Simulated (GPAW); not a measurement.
The system is MnSi.

```
Mn Si
1.0
     4.54800    0.00000    0.00000
     0.00000    4.54800    0.00000
     0.00000    0.00000    4.54800
Mn Si
4 4
Direct
  0.86200 0.63800 0.36200
  0.63800 0.36200 0.86200
  0.36200 0.86200 0.63800
  0.13800 0.13800 0.13800
  0.15400 0.34600 0.65400
  0.34600 0.65400 0.15400
  0.65400 0.15400 0.34600
  0.84600 0.84600 0.84600
```

- Program: GPAW 26.7.0
- Task: relaxation of cell and atoms
- Functional: PBEsol
- Potentials or basis: PAW data sets generated in the run's folder for this functional
- Cutoff: 600 eV
- Basis: pw
- k mesh: 4 × 4 × 4
- Occupations: fermi-dirac, width 0.05 eV
- Spin: collinear spin, ferromagnetic start
- Starting moments: [4.0, 4.0, 4.0, 4.0, 0.0, 0.0, 0.0, 0.0] μB

At the start: pressure -8.9 GPa; volume 11.76 Å³/atom.

Problem. How do energy, volume and symmetry change on relaxing?

Solution. Over 7 steps the energy falls by 14.0 meV/atom and the volume is 11.28 Å³/atom (-4.1 %); space group P2_13 (No. 198, to 0.05 Å); moment 3.84 μB per cell.

The path:
```tsv
step	energy change (eV)	largest force (eV/Å)	pressure (GPa)	volume (Å³)
1	0.0000	0.2374	-8.91	94.07
2	-0.0210	0.1776	-8.15	93.74
3	-0.0969	0.2799	-1.45	91.09
4	-0.1013	0.2212	-1.47	91.05
5	-0.1119	0.0387	-0.24	90.36
6	-0.1120	0.0312	-0.06	90.29
7	-0.1120	0.0132	0.06	90.24
```

Final structure:
```
CELL_PARAMETERS angstrom
4.48543 0.00000 0.00000
0.00000 4.48543 0.00000
0.00000 0.00000 4.48543
ATOMIC_POSITIONS crystal
Mn 0.86285 0.63715 0.36285
Mn 0.63715 0.36285 0.86285
Mn 0.36285 0.86285 0.63715
Mn 0.13715 0.13715 0.13715
Si 0.15483 0.34517 0.65483
Si 0.34517 0.65483 0.15483
Si 0.65483 0.15483 0.34517
Si 0.84517 0.84517 0.84517
```

Caveat: each step starts from the last one's moments, so a moment once lost doesn't come back; later steps reuse the first step's grids; the moment fell far below its start of 4 μB, so a state of higher moment may lie lower in energy.
